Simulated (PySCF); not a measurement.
# GaS: changing the method

Starting from one script, swap the method and compare what comes out for GaS.

Method: method and basis as typed in the scripts; program: PySCF 2.14.0.

4 further runs of the same task are left out: 4 that didn't finish.

### 1 The starting structure

GaS: 2 atoms, charge 0, spin multiplicity 2.

Bond lengths: Ga1–S2 2.300 Å.

### 2 The base run

Contents of input.py:

```python
from pyscf import gto, scf

mol = gto.M(
    atom='Ga 0 0 0; S 0 0 2.3',
    basis='6-31g*',
    charge=0,
    spin=1,
    verbose=3,
)
mf = scf.UHF(mol)
mf = mf.density_fit(auxbasis='def2-universal-jkfit')
mf.kernel()
mf.stability(internal=True, external=True)
mf.dip_moment()
print('orbital energies (hartree):', [e[max(0, n-3):n+3].round(4) for e, n in zip(mf.mo_energy, mol.nelec)])
```

Run with:

```
$ python input.py
```

### 3 MP2

Run 1 changes step after the SCF: stability → mp2; frozen orbitals: none → 14.

input.py, as its differences from that of step 2:

```diff
@@ -1,2 +1,2 @@
-from pyscf import gto, scf
+from pyscf import gto, scf, mp
 
@@ -12,3 +12,3 @@
 mf.kernel()
-mf.stability(internal=True, external=True)
+mp.MP2(mf, frozen=14).kernel()
 mf.dip_moment()
```

### 4 MP2

Run 2 changes step after the SCF: stability → mp2.

input.py, as its differences from that of step 2:

```diff
@@ -1,2 +1,2 @@
-from pyscf import gto, scf
+from pyscf import gto, scf, mp
 
@@ -12,3 +12,3 @@
 mf.kernel()
-mf.stability(internal=True, external=True)
+mp.MP2(mf).kernel()
 mf.dip_moment()
```

### 5 Population analysis

Run 3 changes step after the SCF: stability → analyze.

input.py, as its differences from that of step 2:

```diff
@@ -12,4 +12,3 @@
 mf.kernel()
-mf.stability(internal=True, external=True)
-mf.dip_moment()
+mf.analyze()
 print('orbital energies (hartree):', [e[max(0, n-3):n+3].round(4) for e, n in zip(mf.mo_energy, mol.nelec)])
```

### 6 SCF alone

Run 4 changes step after the SCF: stability → none.

input.py, as its differences from that of step 2:

```diff
@@ -12,3 +12,2 @@
 mf.kernel()
-mf.stability(internal=True, external=True)
 mf.dip_moment()
```

### 7 CASCI (ROHF)

Run 5 changes step after the SCF: stability → casci; SCF type: UHF → ROHF; active space: none → 3 electrons in 4 orbitals.

Contents of input.py:

```python
from pyscf import gto, scf, mcscf

mol = gto.M(
    atom='Ga 0 0 0; S 0 0 2.3',
    basis='6-31g*',
    charge=0,
    spin=1,
    verbose=3,
)
mf = scf.ROHF(mol)
mf = mf.density_fit(auxbasis='def2-universal-jkfit')
mf.kernel()
mc = mcscf.CASCI(mf, 4, 3)
mc.kernel()
mc.analyze()
mf.dip_moment()
print('orbital energies (hartree):', mf.mo_energy[..., max(0, mol.nelec[1]-3):mol.nelec[0]+3].round(4))
```

### 8 TDHF

Run 6 changes step after the SCF: stability → tddft; number of roots: none → 6.

input.py, as its differences from that of step 2:

```diff
@@ -1,2 +1,2 @@
-from pyscf import gto, scf
+from pyscf import gto, scf, tdscf
 
@@ -12,3 +12,6 @@
 mf.kernel()
-mf.stability(internal=True, external=True)
+td = tdscf.TDHF(mf)
+td.nstates = 6
+td.kernel()
+td.analyze()
 mf.dip_moment()
```

What does the calculation give? Wanted: for each run, E(SCF); from base; gap, α spin; SCF dipole; after the SCF.

The runs gave:

```tsv
run	E(SCF) (hartree)	from base (eV)	gap, α spin (eV)	SCF dipole (D)	after the SCF
base	-2320.480860	0	10.11	4.59	unstable: internal, UHF/UKS -> GHF/GKS
MP2	-2320.480860	0.0000	10.11	4.59	MP2 correlation -8.898 eV, core frozen
MP2	-2320.480860	0.0000	10.11	4.59	MP2 correlation -9.983 eV
population analysis	-2320.480860	0.0000	10.11	4.59	n/a
SCF alone	-2320.480860	0.0000	10.11	4.59	n/a
CASCI (ROHF)	-2320.471801	+0.2465	n/a	4.42	CASCI correlation -0.324 eV
TDHF	-2320.480860	0.0000	10.11	4.59	lowest root found 3.55 eV
```

**Reading.** The dearest run is “TDHF”, at 27 s against 5.5 s.
